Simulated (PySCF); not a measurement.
# Cu2 (Cu2): the cost of one run

Computed with PySCF 2.14.0, with density-fitted response routines of our own, on a single molecule in the gas phase. Atoms count from 0, in the outputs and in this text.

### 1 Starting geometry

2 atoms, charge 0, multiplicity 1; geometry from: GFN2-xTB. The atoms were then displaced at random by about 0.03 Å, so the start is not that level's minimum.

Bonds of the start (Å): Cu0–Cu1 2.31.

### 2 Optimising the geometry at PBE0-D3(BJ)/def2-SVP

Job settings and geometry (Å):

```
{"job": {"xc": "PBE0", "basis": "def2-SVP", "d3": "d3bj", "grid": 1, "shake": 0.03, "kind": "geom"}, "charge": 0, "multiplicity": 1}
Cu     1.176950    -0.082240     0.006600
Cu    -1.127240    -0.005470    -0.028830
```

Started as:

```sh
OMP_NUM_THREADS=1 python probes_run.py task.json out
```

This one command runs all jobs of the session in turn.

**Question.** How long does this first job take on 1 thread of Arm Neoverse V2, shared host, and how much memory does it need?

About 4.5 s, with a peak of 0.27 GiB.
